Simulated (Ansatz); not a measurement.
# Ir: energy and stress against strain

Aim: for Ir, strain the cell along the Voigt pattern (0, 0, 0, 0, 0, 1).

Program: Ansatz 0.2.0. Level of theory: DFT PBE, scalar-relativistic, plane waves, PAW. These are calculated values, not measurements.

### 1 The starting structure

It takes space group Fm-3m (No. 225, cubic). Conventional cell: a = 3.839 Å, b = 3.839 Å, c = 3.839 Å, α = 90.00°, β = 90.00°, γ = 90.00°. Ir (site symmetry m-3m) is surrounded by 12 Ir at 2.71 Å.

As a file:

```
CELL_PARAMETERS angstrom
0.00000 1.91970 1.91970
1.91970 0.00000 1.91970
1.91970 1.91970 0.00000
ATOMIC_POSITIONS crystal
Ir 0.00000 0.00000 0.00000
```

The cell is taken as given, not relaxed at this level.

### 2 Zero of energy

The reference gives a free energy of -11935.3023 eV, pressure 9.13 GPa, largest force 0.000 eV/Å and gap on the mesh none (metal). It was computed beforehand with the settings of the runs below.

### 3 The scan: energy and stress against strain

The cell is strained by ε times the Voigt pattern (0, 0, 0, 0, 0, 1) (xx, yy, zz, yz, xz, xy; engineering shear), with fractional coordinates fixed (clamped ions). The stress on the pattern is the sum of the stress components weighted by it, tension positive.

### 4 At ε = -0.0200

input.yaml reads:

```yaml
crystal:
  lattice:
    - [-0.019197, 1.9197, 1.9197]
    - [1.9197, -0.019197, 1.9197]
    - [1.900503, 1.900503, 0.0]
  atoms:
    - { symbol: Ir, position: [0.0, 0.0, 0.0] }
basis:
  ecutwfc: 420
kpoints:
  mp_grid: { grid: [22, 22, 22] }
hamiltonian:
  xc: pbe
scf:
  occupations: { method: gaussian, width: 0.15 }
output:
  forces: true
  stress: true
  eigenvalues: true
```

Started as:

```bash
> ansatz run input.yaml --threads 1 --pin off --max-ram 2560MiB --backend cpu --events-out ev --progress --plain --runs-dir out
```

### 5 At ε = 0.0150

Changes to input.yaml since step 4:

```diff
@@ -2,5 +2,5 @@
   lattice:
-    - [-0.019197, 1.9197, 1.9197]
-    - [1.9197, -0.019197, 1.9197]
-    - [1.900503, 1.900503, 0.0]
+    - [0.01439775, 1.9197, 1.9197]
+    - [1.9197, 0.01439775, 1.9197]
+    - [1.93409775, 1.93409775, 0.0]
   atoms:
```

### 6 Point ε = -0.0100

Changes to input.yaml since step 5:

```diff
@@ -2,5 +2,5 @@
   lattice:
-    - [0.01439775, 1.9197, 1.9197]
-    - [1.9197, 0.01439775, 1.9197]
-    - [1.93409775, 1.93409775, 0.0]
+    - [-0.0095985, 1.9197, 1.9197]
+    - [1.9197, -0.0095985, 1.9197]
+    - [1.9101015, 1.9101015, 0.0]
   atoms:
```

### 7 Point ε = 0.0050

Changes to input.yaml since step 6:

```diff
@@ -2,5 +2,5 @@
   lattice:
-    - [-0.0095985, 1.9197, 1.9197]
-    - [1.9197, -0.0095985, 1.9197]
-    - [1.9101015, 1.9101015, 0.0]
+    - [0.00479925, 1.9197, 1.9197]
+    - [1.9197, 0.00479925, 1.9197]
+    - [1.92449925, 1.92449925, 0.0]
   atoms:
```

### 8 ε = 0.0175

Changes to input.yaml since step 7:

```diff
@@ -2,5 +2,5 @@
   lattice:
-    - [0.00479925, 1.9197, 1.9197]
-    - [1.9197, 0.00479925, 1.9197]
-    - [1.92449925, 1.92449925, 0.0]
+    - [0.016797375, 1.9197, 1.9197]
+    - [1.9197, 0.016797375, 1.9197]
+    - [1.936497375, 1.936497375, 0.0]
   atoms:
```

### 9 At ε = 0.0125

Changes to input.yaml since step 8:

```diff
@@ -2,5 +2,5 @@
   lattice:
-    - [0.016797375, 1.9197, 1.9197]
-    - [1.9197, 0.016797375, 1.9197]
-    - [1.936497375, 1.936497375, 0.0]
+    - [0.011998125, 1.9197, 1.9197]
+    - [1.9197, 0.011998125, 1.9197]
+    - [1.931698125, 1.931698125, 0.0]
   atoms:
```

### 10 At ε = 0.0075

input.yaml reads:

```yaml
crystal:
  lattice:
    - [0.007198875, 1.9197, 1.9197]
    - [1.9197, 0.007198875, 1.9197]
    - [1.926898875, 1.926898875, 0.0]
  atoms:
    - { symbol: Ir, position: [0.0, 0.0, 0.0] }
basis:
  ecutwfc: 420
kpoints:
  mp_grid: { grid: [22, 22, 22] }
hamiltonian:
  xc: pbe
scf:
  occupations: { method: gaussian, width: 0.15 }
output:
  forces: true
  stress: true
  eigenvalues: true
  write_density: true
  write_potential: true
  elf: true
  volumetric_format: npy
```

### 11 Point ε = 0.0025

input.yaml reads:

```yaml
crystal:
  lattice:
    - [0.002399625, 1.9197, 1.9197]
    - [1.9197, 0.002399625, 1.9197]
    - [1.922099625, 1.922099625, 0.0]
  atoms:
    - { symbol: Ir, position: [0.0, 0.0, 0.0] }
basis:
  ecutwfc: 420
kpoints:
  mp_grid: { grid: [22, 22, 22] }
hamiltonian:
  xc: pbe
scf:
  occupations: { method: gaussian, width: 0.15 }
output:
  forces: true
  stress: true
  eigenvalues: true
```

(Steps that only read results are left out.)

What does the calculation give? Wanted: slope of the stress at ε = 0, from the points at -0.0100, 0 and 0.0025.

**Answer**, as computed:

| quantity | value |
| --- | --- |
| slope of the stress at ε = 0, from the points at -0.0100, 0 and 0.0025 | 281 GPa |

In words: The slope of the stress at zero strain, 281 GPa, estimates C66 with clamped ions in this Cartesian frame. The reference stands under 9.1 GPa, so this is no zero-stress constant. No sampled point lies below the undisturbed cell. Spin-orbit coupling is left out for Ir.
